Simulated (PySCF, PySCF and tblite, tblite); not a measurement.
# C4H8O2SSi: a path driven as rotation about a bond, and NMR exchange, part 2 of 2

PySCF and tblite. Atoms count from 0.

## 9. Barriers, rates and exchange

The job: settings as JSON, then the geometry in Å.

```
{"job": {"smiles": "C=C(OC(C)=O)S[SiH3]", "charge": 0, "mult": 1, "motion": "rotation", "what": "ester", "atoms": [3, 2], "drives": [{"terms": [["t", [4, 3, 2, 1], 0.5], ["t", [5, 3, 2, 1], 0.5]], "by": 180, "n": 12}], "study": "path", "level": {"kind": "nmr", "xc": "BHandHLYP", "basis": "pcSseg-1", "solvent": "dichloromethane"}, "fields": [100, 270, 800], "first": 4, "seed": 880, "kind": "path"}, "charge": 0, "multiplicity": 1}
C     -0.790614     2.144447    -1.302675
C     -0.922301     1.005044    -0.641193
O      0.081333     0.151963    -0.211552
C      1.403944     0.423625    -0.249643
C      2.166052    -0.749661     0.307249
O      1.890933     1.437288    -0.659018
S     -2.486310     0.333711    -0.189285
Si    -1.783954    -1.457116     0.799496
H     -1.673310     2.692649    -1.573156
H      0.166937     2.546643    -1.574148
H      3.229430    -0.533255     0.281163
H      1.951903    -1.636778    -0.284136
H      1.849215    -0.939394     1.330022
H     -1.067696    -2.280240    -0.164441
H     -0.976805    -1.072459     1.949642
H     -3.046355    -2.057522     1.200658
```

What it wrote:

```text
stationary points (kcal/mol above the start)
  n  kind          group   xTB      DFT    lowest mode
  0  minimum      C1       0.00     0.00       5.4
  1  saddle       C1       8.47     6.82     -99.4
  2  minimum      C1       3.63     1.83      37.4

GFN2-xTB energies: T/K, barrier G, reaction G (kcal/mol), k forward, k back (1/s)
 150.00     8.58     4.12      0.988    9.8e+05
 200.00     8.79     4.26   1.05e+03   4.76e+07
 250.00     9.00     4.40   7.06e+04   4.98e+08
 298.15     9.21     4.53    1.1e+06   2.29e+09
 350.00     9.45     4.66   9.17e+06   7.47e+09
 400.00     9.68     4.78   4.28e+07   1.76e+10
 500.00    10.16     5.01   3.78e+08   5.87e+10

BHandHLYP/pcSseg-1 + D3(BJ), IEF-PCM dichloromethane energies: T/K, barrier G, reaction G (kcal/mol), k forward, k back (1/s)
 150.00     6.93     2.32        249   5.89e+05
 200.00     7.14     2.46   6.62e+04   3.25e+07
 250.00     7.35     2.60   1.95e+06   3.67e+08
 298.15     7.57     2.73   1.77e+07   1.77e+09
 350.00     7.80     2.86   9.82e+07   6.01e+09
 400.00     8.03     2.98    3.4e+08   1.45e+10
 500.00     8.51     3.21   1.98e+09   5.04e+10
```

Wall time 95 s (1 thread of Arm Neoverse V2, shared host); peak memory 1.1 GiB. This counts the whole study up to here.

Barriers by level (kcal/mol; entropies in cal/(mol K)). Zero-point and thermal terms come from xTB in every row. ΔG‡ leaves symmetry out; the rate counts one path; effective ΔG‡, where given, is the barrier that would give that rate by Eyring's equation alone:

| level | ΔE‡ | with zero-point | ΔH‡ | ΔS‡ | ΔG‡ (298 K) | ΔE of reaction | k at 298 K (1/s) | effective ΔG‡ |
| --- | --- | --- | --- | --- | --- | --- | --- | --- |
| GFN2-xTB | 8.47 | 8.10 | 7.61 | -5.4 | 9.21 | 3.63 | 1.1e+06 | 9.21 |
| BHandHLYP/pcSseg-1 + D3(BJ), IEF-PCM dichloromethane | 6.82 | 6.46 | 5.96 | -5.4 | 7.57 | 1.83 | 1.8e+07 | 7.57 |

Sites that the driver pairs across this motion, and where their lines would merge (no couplings; faster rotations or exchange between molecules can average them sooner):

| nucleus | sites: shielding (ppm) | proton frequency (MHz) | spread (Hz) | coalescence (K) | lines at 298 K |
| --- | --- | --- | --- | --- | --- |
| ¹⁷O | O2: 89.5; O2 (end): 62.4 | 800 | 2946 | not given | – |
| ¹³C | C0: 81.1; C0 (end): 70.3 | 800 | 2183 | not given | – |
| ¹³C | C1: 27.3; C1 (end): 23.6 | 800 | 758 | not given | – |
| ¹H | H9: 25.42; H9 (end): 26.32 | 800 | 720 | not given | – |
| ²⁹Si | Si7: 414.8; Si7 (end): 412.1 | 800 | 422 | not given | – |
| ¹³C | C4: 162.1; C4 (end): 163.8 | 800 | 352 | not given | – |
| ¹H | H8: 26.61; H8 (end): 26.22 | 800 | 316 | not given | – |
| ¹⁷O | O5: -113.3; O5 (end): -115.8 | 800 | 263 | not given | – |

A dash: the driver gave no coalescence for this row (it judged the minor form too scarce).

Rows that set an atom against itself at the end compare its shielding in the two forms.

Lines of quadrupolar nuclei are broad, so their coalescence could hardly be seen.

## 10. Shieldings, start: PBE0/pcSseg-1 in dichloromethane

The job: settings as JSON, then the geometry in Å.

```
{"job": {"kind": "nmr", "xc": "PBE0", "basis": "pcSseg-1", "solvent": "dichloromethane", "pop": false}, "charge": 0, "multiplicity": 1}
C     -0.790614     2.144447    -1.302675
C     -0.922301     1.005044    -0.641193
O      0.081333     0.151963    -0.211552
C      1.403944     0.423625    -0.249643
C      2.166052    -0.749661     0.307249
O      1.890933     1.437288    -0.659018
S     -2.486310     0.333711    -0.189285
Si    -1.783954    -1.457116     0.799496
H     -1.673310     2.692649    -1.573156
H      0.166937     2.546643    -1.574148
H      3.229430    -0.533255     0.281163
H      1.951903    -1.636778    -0.284136
H      1.849215    -0.939394     1.330022
H     -1.067696    -2.280240    -0.164441
H     -0.976805    -1.072459     1.949642
H     -3.046355    -2.057522     1.200658
```

What it wrote:

```text
coarse grid: 14728 points
cycle   1  E = -994.4802705314  dE =  1.202e+00  |g| = 8.922e-01  |ddm| = 3.689e+00
cycle   2  E = -994.1791925063  dE =  3.011e-01  |g| = 1.547e+00  |ddm| = 1.524e+00
cycle   3  E = -994.6245335414  dE = -4.453e-01  |g| = 2.414e-01  |ddm| = 1.086e+00
cycle   4  E = -994.6348258216  dE = -1.029e-02  |g| = 7.148e-02  |ddm| = 1.934e-01
cycle   5  E = -994.6355831908  dE = -7.574e-04  |g| = 2.188e-02  |ddm| = 4.750e-02
cycle   6  E = -994.6356834560  dE = -1.003e-04  |g| = 4.431e-03  |ddm| = 1.905e-02
cycle   7  E = -994.6356870867  dE = -3.631e-06  |g| = 2.018e-03  |ddm| = 4.907e-03
final grid: 133896 points
cycle   8  E = -994.7061577940  dE = -1.440e-05  |g| = 1.466e-02  |ddm| = 2.747e-02
cycle   9  E = -994.7061024837  dE =  5.531e-05  |g| = 2.267e-02  |ddm| = 2.350e-02
cycle  10  E = -994.7061978066  dE = -9.532e-05  |g| = 1.883e-03  |ddm| = 1.430e-02
cycle  11  E = -994.7061984706  dE = -6.640e-07  |g| = 3.417e-04  |ddm| = 1.388e-03
cycle  12  E = -994.7061984876  dE = -1.699e-08  |g| = 1.583e-04  |ddm| = 3.233e-04
cycle  13  E = -994.7061984922  dE = -4.674e-09  |g| = 3.870e-05  |ddm| = 1.381e-04
cycle  14  E = -994.7061984926  dE = -3.379e-10  |g| = 1.151e-05  |ddm| = 4.113e-05
converged SCF energy = -994.7061984926

GIAO shielding tensors (ppm)
atom      isotropic    diamagn.    paramagn.     s11        s22        s33       span
  0 C       83.490     253.865    -170.375    -19.411    109.311    160.570    179.981
  1 C       30.679     256.321    -225.642    -70.888     76.639     86.286    157.174
  2 O       74.681     411.993    -337.312   -100.059    138.980    185.121    285.180
  3 C       10.577     250.607    -240.030    -98.072     63.142     66.660    164.732
  4 C      162.695     250.246     -87.551    140.072    154.021    193.992     53.919
  5 O     -110.826     403.329    -514.155   -417.694   -189.947    275.163    692.857
  6 S      577.994    1058.017    -480.023    398.708    408.630    926.644    527.936
  7 Si     410.414     878.990    -468.577    371.684    416.078    443.478     71.794
  8 H       26.373      30.024      -3.651     23.783     24.286     31.050      7.267
  9 H       25.178      32.360      -7.182     20.581     24.157     30.796     10.216
 10 H       29.658      27.618       2.040     25.274     27.919     35.780     10.507
 11 H       29.187      29.844      -0.657     25.309     28.847     33.405      8.096
 12 H       29.144      30.208      -1.064     25.037     29.248     33.145      8.107
 13 H       26.897      30.016      -3.119     23.714     25.057     31.919      8.205
 14 H       26.922      30.138      -3.216     23.693     25.162     31.912      8.218
 15 H       27.367      28.081      -0.714     23.821     24.970     33.311      9.490
```

Run time: 23 s. Hardware: 1 thread of Arm Neoverse V2, shared host; peak memory 1.1 GiB.

This run: HOMO -6.67 eV, LUMO -0.55 eV; dipole 3.68 D.

## 11. Single-point energy, saddle of leg 1: PBE0/pcSseg-1 in dichloromethane

The job: settings as JSON, then the geometry in Å.

```
{"job": {"kind": "sp", "xc": "PBE0", "basis": "pcSseg-1", "solvent": "dichloromethane", "pop": false}, "charge": 0, "multiplicity": 1}
C     -0.427395     1.618367    -1.385912
C     -0.791654     0.648761    -0.558469
O      0.012240     0.064574     0.393632
C      1.348073     0.438205     0.497212
C      2.239183    -0.390586    -0.374501
O      1.687930     1.280334     1.265576
S     -2.382009    -0.084914    -0.549091
Si    -2.112594    -1.278273     1.242004
H     -1.133655     2.006872    -2.092574
H      0.554850     2.056508    -1.357221
H      3.263315    -0.035672    -0.310046
H      1.886391    -0.354867    -1.403744
H      2.186148    -1.425803    -0.039689
H     -1.107655    -2.294616     0.960476
H     -1.783739    -0.386569     2.340176
H     -3.439430    -1.862321     1.372172
```

What it wrote:

```text
coarse grid: 14728 points
cycle   1  E = -994.4635444895  dE =  1.195e+00  |g| = 9.095e-01  |ddm| = 3.697e+00
cycle   2  E = -994.1392001841  dE =  3.243e-01  |g| = 1.603e+00  |ddm| = 1.543e+00
cycle   3  E = -994.6137605482  dE = -4.746e-01  |g| = 2.346e-01  |ddm| = 1.093e+00
cycle   4  E = -994.6236540075  dE = -9.893e-03  |g| = 7.298e-02  |ddm| = 1.977e-01
cycle   5  E = -994.6244198100  dE = -7.658e-04  |g| = 2.470e-02  |ddm| = 5.228e-02
cycle   6  E = -994.6245449482  dE = -1.251e-04  |g| = 5.292e-03  |ddm| = 2.174e-02
cycle   7  E = -994.6245503850  dE = -5.437e-06  |g| = 2.362e-03  |ddm| = 5.928e-03
final grid: 133896 points
cycle   8  E = -994.6952348188  dE = -1.182e-05  |g| = 1.577e-02  |ddm| = 3.012e-02
cycle   9  E = -994.6951566284  dE =  7.819e-05  |g| = 2.587e-02  |ddm| = 2.646e-02
cycle  10  E = -994.6952815572  dE = -1.249e-04  |g| = 2.075e-03  |ddm| = 1.634e-02
cycle  11  E = -994.6952823558  dE = -7.985e-07  |g| = 4.037e-04  |ddm| = 1.601e-03
cycle  12  E = -994.6952823807  dE = -2.495e-08  |g| = 1.813e-04  |ddm| = 4.123e-04
cycle  13  E = -994.6952823871  dE = -6.373e-09  |g| = 3.956e-05  |ddm| = 1.633e-04
cycle  14  E = -994.6952823874  dE = -3.399e-10  |g| = 1.384e-05  |ddm| = 4.449e-05
converged SCF energy = -994.6952823874
```

Run time: 12 s. Hardware: 1 thread of Arm Neoverse V2, shared host; peak memory 0.7 GiB.

Key values: HOMO -6.61 eV, LUMO -0.91 eV; dipole 3.20 D.

## 12. Shieldings, end: PBE0/pcSseg-1 in dichloromethane

The job: settings as JSON, then the geometry in Å.

```
{"job": {"kind": "nmr", "xc": "PBE0", "basis": "pcSseg-1", "solvent": "dichloromethane", "pop": false}, "charge": 0, "multiplicity": 1}
C     -0.374434     1.703992    -1.472038
C     -0.597334     0.725609    -0.606681
O      0.090537     0.596021     0.583967
C      1.333701     0.048898     0.649316
C      1.937517    -0.409833    -0.648514
O      1.853387    -0.047877     1.721738
S     -1.837786    -0.505058    -0.812825
Si    -1.985886    -1.087966     1.280553
H     -0.975437     1.791578    -2.355966
H      0.393842     2.437546    -1.301300
H      2.188691     0.450625    -1.265563
H      1.228853    -1.026773    -1.199060
H      2.840333    -0.974497    -0.435005
H     -0.776600    -1.821577     1.623974
H     -2.206286     0.131851     2.036650
H     -3.152544    -1.954630     1.220880
```

What it wrote:

```text
coarse grid: 14728 points
cycle   1  E = -994.4699805609  dE =  1.194e+00  |g| = 9.165e-01  |ddm| = 3.705e+00
cycle   2  E = -994.1195319951  dE =  3.504e-01  |g| = 1.644e+00  |ddm| = 1.651e+00
cycle   3  E = -994.6198228436  dE = -5.003e-01  |g| = 2.463e-01  |ddm| = 1.194e+00
cycle   4  E = -994.6307319518  dE = -1.091e-02  |g| = 7.874e-02  |ddm| = 2.157e-01
cycle   5  E = -994.6316429971  dE = -9.110e-04  |g| = 2.517e-02  |ddm| = 5.731e-02
cycle   6  E = -994.6317768614  dE = -1.339e-04  |g| = 4.793e-03  |ddm| = 2.225e-02
cycle   7  E = -994.6317811322  dE = -4.271e-06  |g| = 2.174e-03  |ddm| = 5.412e-03
final grid: 133896 points
cycle   8  E = -994.7027868601  dE = -1.618e-05  |g| = 1.516e-02  |ddm| = 2.994e-02
cycle   9  E = -994.7027239499  dE =  6.291e-05  |g| = 2.379e-02  |ddm| = 2.605e-02
cycle  10  E = -994.7028302922  dE = -1.063e-04  |g| = 2.091e-03  |ddm| = 1.579e-02
cycle  11  E = -994.7028310889  dE = -7.967e-07  |g| = 4.122e-04  |ddm| = 1.590e-03
cycle  12  E = -994.7028311151  dE = -2.618e-08  |g| = 1.779e-04  |ddm| = 4.067e-04
cycle  13  E = -994.7028311214  dE = -6.325e-09  |g| = 3.786e-05  |ddm| = 1.743e-04
cycle  14  E = -994.7028311217  dE = -3.263e-10  |g| = 1.347e-05  |ddm| = 4.806e-05
converged SCF energy = -994.7028311217

GIAO shielding tensors (ppm)
atom      isotropic    diamagn.    paramagn.     s11        s22        s33       span
  0 C       73.875     253.289    -179.415    -34.560    101.442    154.742    189.302
  1 C       26.471     261.007    -234.537    -81.154     72.207     88.359    169.513
  2 O       44.361     408.688    -364.328   -119.867    108.632    144.318    264.185
  3 C        9.500     248.928    -239.428    -96.609     57.461     67.649    164.258
  4 C      164.372     253.709     -89.337    147.816    159.057    186.244     38.428
  5 O     -113.123     401.482    -514.606   -420.852   -187.056    268.538    689.390
  6 S      563.181    1058.744    -495.563    370.357    422.924    896.262    525.905
  7 Si     407.399     879.089    -471.689    371.721    413.711    436.767     65.046
  8 H       26.037      30.392      -4.354     22.880     24.383     30.849      7.969
  9 H       26.147      30.928      -4.781     21.473     25.100     31.869     10.396
 10 H       28.767      29.992      -1.226     23.915     28.972     33.413      9.497
 11 H       29.291      31.691      -2.400     24.434     30.682     32.758      8.324
 12 H       29.551      28.293       1.258     25.470     27.616     35.567     10.098
 13 H       27.163      30.104      -2.941     23.061     26.862     31.565      8.505
 14 H       26.866      29.246      -2.380     23.428     24.935     32.235      8.806
 15 H       27.337      28.238      -0.901     23.738     24.909     33.364      9.625
```

Run time: 23 s. Hardware: 1 thread of Arm Neoverse V2, shared host; peak memory 0.92 GiB.

In short: HOMO -6.83 eV, LUMO -0.34 eV; dipole 2.75 D.

## 13. Second level: PBE0/pcSseg-1 + D3(BJ), IEF-PCM dichloromethane

The job: settings as JSON, then the geometry in Å.

```
{"job": {"smiles": "C=C(OC(C)=O)S[SiH3]", "charge": 0, "mult": 1, "motion": "rotation", "what": "ester", "atoms": [3, 2], "drives": [{"terms": [["t", [4, 3, 2, 1], 0.5], ["t", [5, 3, 2, 1], 0.5]], "by": 180, "n": 12}], "study": "path", "level": {"kind": "nmr", "xc": "PBE0", "basis": "pcSseg-1", "solvent": "dichloromethane", "wide": true}, "fields": [100, 270, 800], "first": 4, "seed": 880, "kind": "pathvar"}, "charge": 0, "multiplicity": 1}
C     -0.790614     2.144447    -1.302675
C     -0.922301     1.005044    -0.641193
O      0.081333     0.151963    -0.211552
C      1.403944     0.423625    -0.249643
C      2.166052    -0.749661     0.307249
O      1.890933     1.437288    -0.659018
S     -2.486310     0.333711    -0.189285
Si    -1.783954    -1.457116     0.799496
H     -1.673310     2.692649    -1.573156
H      0.166937     2.546643    -1.574148
H      3.229430    -0.533255     0.281163
H      1.951903    -1.636778    -0.284136
H      1.849215    -0.939394     1.330022
H     -1.067696    -2.280240    -0.164441
H     -0.976805    -1.072459     1.949642
H     -3.046355    -2.057522     1.200658
```

What it wrote:

```text
stationary points (kcal/mol above the start)
  n  kind          group   xTB      DFT    lowest mode
  0  minimum      C1       0.00     0.00       5.4
  1  saddle       C1       8.47     6.81     -99.4
  2  minimum      C1       3.63     1.52      37.4

GFN2-xTB energies: T/K, barrier G, reaction G (kcal/mol), k forward, k back (1/s)
 150.00     8.58     4.12      0.988    9.8e+05
 200.00     8.79     4.26   1.05e+03   4.76e+07
 250.00     9.00     4.40   7.06e+04   4.98e+08
 298.15     9.21     4.53    1.1e+06   2.29e+09
 350.00     9.45     4.66   9.17e+06   7.47e+09
 400.00     9.68     4.78   4.28e+07   1.76e+10
 500.00    10.16     5.01   3.78e+08   5.87e+10

BHandHLYP/pcSseg-1 + D3(BJ), IEF-PCM dichloromethane energies: T/K, barrier G, reaction G (kcal/mol), k forward, k back (1/s)
 150.00     6.93     2.32        249   5.89e+05
 200.00     7.14     2.46   6.62e+04   3.25e+07
 250.00     7.35     2.60   1.95e+06   3.67e+08
 298.15     7.57     2.73   1.77e+07   1.77e+09
 350.00     7.80     2.86   9.82e+07   6.01e+09
 400.00     8.03     2.98    3.4e+08   1.45e+10
 500.00     8.51     3.21   1.98e+09   5.04e+10

PBE0/pcSseg-1 + D3(BJ), IEF-PCM dichloromethane energies: T/K, barrier G, reaction G (kcal/mol), k forward, k back (1/s)
 150.00     6.92     2.00        255   2.11e+05
 200.00     7.13     2.15   6.74e+04    1.5e+07
 250.00     7.35     2.29   1.98e+06   1.98e+08
 298.15     7.56     2.42   1.79e+07   1.06e+09
 350.00     7.79     2.55   9.91e+07   3.87e+09
 400.00     8.03     2.67   3.43e+08   9.87e+09
 500.00     8.50     2.90      2e+09    3.7e+10
```

It took 2.6 min on 1 thread of Arm Neoverse V2, shared host; peak memory 1.1 GiB. This counts the runs that the step sums up.

Barriers by level (kcal/mol; entropies in cal/(mol K)). Zero-point and thermal terms come from xTB in every row. ΔG‡ leaves symmetry out; the rate counts one path; effective ΔG‡, where given, is the barrier that would give that rate by Eyring's equation alone:

| level | ΔE‡ | with zero-point | ΔH‡ | ΔS‡ | ΔG‡ (298 K) | ΔE of reaction | k at 298 K (1/s) | effective ΔG‡ |
| --- | --- | --- | --- | --- | --- | --- | --- | --- |
| GFN2-xTB | 8.47 | 8.10 | 7.61 | -5.4 | 9.21 | 3.63 | 1.1e+06 | 9.21 |
| BHandHLYP/pcSseg-1 + D3(BJ), IEF-PCM dichloromethane | 6.82 | 6.46 | 5.96 | -5.4 | 7.57 | 1.83 | 1.8e+07 | 7.57 |
| PBE0/pcSseg-1 + D3(BJ), IEF-PCM dichloromethane | 6.81 | 6.45 | 5.95 | -5.4 | 7.56 | 1.52 | 1.8e+07 | 7.56 |

## 14. Results

What follows sums up all 2 parts.

```
                                                      quantity                             value
barrier (BHandHLYP/pcSseg-1 + D3(BJ), IEF-PCM dichloromethane)  ΔE‡ 6.8, ΔG‡(298 K) 7.6 kcal/mol
                                            barrier (GFN2-xTB)                  ΔE‡ 8.5 kcal/mol
                                                 rate at 298 K                       1.8e+07 s⁻¹
                                               end of the path       1.8 kcal/mol from the start
```

DFT puts the top 6.8 kcal/mol above the start (xTB: 8.5); the rate from the DFT barrier is 1.8e+07 s⁻¹ at 298 K. An error of 1.4 kcal/mol changes that rate tenfold.
